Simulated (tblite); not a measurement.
# C3H8Cl3FSi2: the cost of one run

The runs use tblite 0.8.0 and PySCF 2.14.0, with density-fitted response routines of our own; the level of theory stands in each step. All values are computed, except where a source is named. Atoms count from 0, in the outputs and in this text.

**1. Starting geometry**

17 atoms, charge 0, multiplicity 1; geometry from: force field or distance geometry start.

Bonds of the start (Å): F0–C1 1.39, C1–Cl2 1.79, C1–C3 1.51, C3–Si4 1.85, C1–Si5 1.87, Si5–C6 1.88, C6–Cl7 1.77, C6–Cl8 1.78, C3–H9 1.14, C3–H10 1.11, Si4–H11 1.46, Si4–H12 1.45, Si4–H13 1.49, Si5–H14 1.46, Si5–H15 1.46, C6–H16 1.09.

**2. Geometry optimisation with GFN2-xTB**

What the job is given:

```
{"job": {"kind": "relax", "xc": "GFN2-xTB", "basis": "xTB"}, "charge": 0, "multiplicity": 1}
F     -0.004500     1.487000     0.418000
C     -0.199700     0.109700     0.504300
Cl    -0.867900    -0.300300     2.110200
C     -1.118900    -0.357200    -0.598700
Si    -2.791500     0.432500    -0.499100
Si     1.464900    -0.735000     0.405300
C      2.638200     0.200100    -0.730500
Cl     4.304200    -0.288500    -0.375700
Cl     2.445600     1.949500    -0.446000
H     -1.213100    -1.478900    -0.434800
H     -0.642700    -0.243400    -1.591200
H     -2.869400     1.198600     0.744900
H     -3.879600    -0.526600    -0.535600
H     -2.970700     1.408600    -1.607500
H      2.059800    -0.799300     1.741400
H      1.238100    -2.077900    -0.125800
H      2.400100     0.033100    -1.780700
```

Launch:

```
OMP_NUM_THREADS=1 python probes_run.py task.json out
```

The driver reads the jobs from task.json and runs them one after another.

**Question.** How long does this first job take on 1 thread of Intel Xeon at 2.70GHz, shared host?

About 2.8 s.
